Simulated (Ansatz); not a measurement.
# MgZn2O3: the cost of one run

Computed with Ansatz 0.2.0 through its Python package. Level of theory: DFT PBEsol, plane waves, PAW.

**1. The structure**

MgZn2O3 P-3m1: Symmetry: P-3m1, No. 164, trigonal system. Conventional cell: a = 3.053 Å, b = 3.053 Å, c = 7.452 Å, α = 90.00°, β = 90.00°, γ = 120.00°. Mg (site symmetry -3m) is surrounded by 6 O at 2.13 Å. Around Zn (site symmetry 3m) lie 6 O at 2.16 to 2.17 Å. Around O (site symmetry 3m) lie 3 Mg at 2.13 Å and 3 Zn at 2.17 Å. Only part of the 4 independent sites is listed.

Mg P6_3/mmc: It takes space group P6_3/mmc (No. 194, hexagonal). Conventional cell: a = 3.209 Å, b = 3.209 Å, c = 5.210 Å, α = 90.00°, β = 90.00°, γ = 120.00°. Around Mg (site symmetry -6m2) lie 12 Mg at 3.20 to 3.21 Å.

Zn P6_3/mmc: It takes space group P6_3/mmc (No. 194, hexagonal). Conventional cell: a = 2.670 Å, b = 2.670 Å, c = 4.966 Å, α = 90.00°, β = 90.00°, γ = 120.00°. Zn (site symmetry -6m2) is surrounded by 12 Zn at 2.67 to 2.92 Å.

O in a box: The structure is orthorhombic, space group Pmmm (No. 47). The conventional cell has a = 9.000 Å, b = 9.500 Å, c = 10.000 Å, α = 90.00°, β = 90.00°, γ = 90.00°. Around O (site symmetry mm2) lie 1 O at 1.23 Å.

mgzn2o3_mgzn2o3.vasp, read by the script:

```text
MgZn2O3
1.0
   3.05259901    0.00000000    0.00000000
  -1.52629950    2.64362829    0.00000000
   0.00000000    0.00000000    7.45204300
Mg Zn O
1 2 3
Direct
   0.00000000    0.00000000    0.00000000
   0.33333333    0.66666667    0.66841600
   0.66666667    0.33333333    0.33158400
   0.33333333    0.66666667    0.16070000
   0.66666667    0.33333333    0.83930000
   0.00000000    0.00000000    0.50000000
```

mgzn2o3_mg.vasp, read by the script:

```text
Mg
1.0
   3.20930000    0.00000000    0.00000000
  -1.60465000    2.77933533    0.00000000
   0.00000000    0.00000000    5.21030000
Mg
2
Direct
   0.33333333    0.66666667    0.25000000
   0.66666667    0.33333333    0.75000000
```

Input file mgzn2o3_zn.vasp:

```text
Zn
1.0
   2.67000000    0.00000000    0.00000000
  -1.33500000    2.31228783    0.00000000
   0.00000000    0.00000000    4.96600000
Zn
2
Direct
   0.33333333    0.66666667    0.25000000
   0.66666667    0.33333333    0.75000000
```

Input file mgzn2o3_o2.xyz:

```xyz
2
Lattice="9.0 0.0 0.0 0.0 9.5 0.0 0.0 0.0 10.0" Properties=species:S:1:pos:R:3:initial_magmoms:R:1 pbc="T T T"
O     4.50000000    4.75000000    4.38500000  1.00
O     4.50000000    4.75000000    5.61500000  1.00
```

**2. The code**

The input, formation_mgzn2o3.py:

```python
from collections import Counter
import warnings

import ansatz as az
from ase.io import read
import numpy as np

POLARISED = {"O2"}

GASES = {"O2"}


def ground_state(name, crystal):
    calc = crystal.calculation()
    calc = calc.basis(21 * az.Ha)
    calc = calc.functional(az.Functional.PBESOL)
    calc = calc.kpoints(spacing=0.3)
    calc = calc.occupations("cold", width=0.02)
    calc = calc.stress()
    if name in POLARISED:
        calc = calc.spin("collinear")
    if name in GASES:
        return calc.kpoints(1, 1, 1).relax(force_tolerance=0.03).run()
    calc = calc.relax(force_tolerance=0.03, cell=True)
    return calc.run()


def counts(outcome):
    return Counter(site.symbol for site in outcome.lattice.sites)

def formation_energy(outcome, mu):
    n = counts(outcome)
    return (outcome.report["energy_sigma0_ev"] - sum(k * mu[element] for element, k in n.items())) / sum(n.values())


def volume_per_atom(outcome):
    return abs(np.linalg.det(outcome.lattice.cell_ang)) / len(outcome.lattice.sites)


def main() -> None:
    warnings.simplefilter("ignore", az.DeckWarning)

    phases = {}
    atoms = read("mgzn2o3_mgzn2o3.vasp", format="vasp")
    mgzn2o3 = az.Crystal.from_ase(atoms)
    phases["MgZn2O3"] = mgzn2o3
    atoms = read("mgzn2o3_mg.vasp", format="vasp")
    mg = az.Crystal.from_ase(atoms)
    phases["Mg"] = mg
    atoms = read("mgzn2o3_zn.vasp", format="vasp")
    zn = az.Crystal.from_ase(atoms)
    phases["Zn"] = zn
    o2 = az.Crystal.from_extxyz("mgzn2o3_o2.xyz")
    phases["O2"] = o2

    done = {}
    for name, crystal in phases.items():
        done[name] = ground_state(name, crystal)
        print(f"{name}: {done[name].report['energy_sigma0_ev']:.4f} eV, {len(done[name].lattice.sites)} atoms")

    references = {"Mg": "Mg", "Zn": "Zn", "O": "O2"}
    mu = {element: done[name].report["energy_sigma0_ev"] / len(done[name].lattice.sites) for element, name in references.items()}

    target = done["MgZn2O3"]
    heat = formation_energy(target, mu)
    n = counts(target)
    print("cell content:", dict(n), " volume", round(volume_per_atom(target), 3), "A^3/atom")
    print("formation energy", round(heat, 4), "eV/atom,", round(heat * sum(n.values()), 4), "eV per cell")
    print("bound against the elements" if heat < 0 else "unbound against the elements")


if __name__ == "__main__":
    main()
```

**3. The input behind the calls**

The package turns the script's settings into the engine's input (first run):

```yaml
crystal:
  lattice:
    - [3.05259901, 0.0, 0.0]
    - [-1.5262995, 2.64362829, 0.0]
    - [0.0, 0.0, 7.452043]
  atoms:
    - { symbol: Mg, position: [0.0, 0.0, 0.0] }
    - { symbol: Zn, position: [0.33333333, 0.66666667, 0.668416] }
    - { symbol: Zn, position: [0.66666667, 0.33333333, 0.331584] }
    - { symbol: O, position: [0.33333333, 0.66666667, 0.16069999999999998] }
    - { symbol: O, position: [0.66666667, 0.33333333, 0.8393] }
    - { symbol: O, position: [0.0, 0.0, 0.5] }
basis:
  ecutwfc: 571.4391111657479
kpoints:
  mp_grid:
    kspacing: 0.3
hamiltonian:
  xc: pbesol
scf:
  occupations:
    method: cold
    width: 0.02
relax:
  f_tol: 0.03
  cell: {}
output:
  stress: true
```

**4. The run**

Started as:

```sh
$ python formation_mgzn2o3.py
```

Q: Estimate wall time and peak memory on 1 thread of Arm Neoverse V1, shared host.

About 68 s, with a peak of 0.99 GiB.
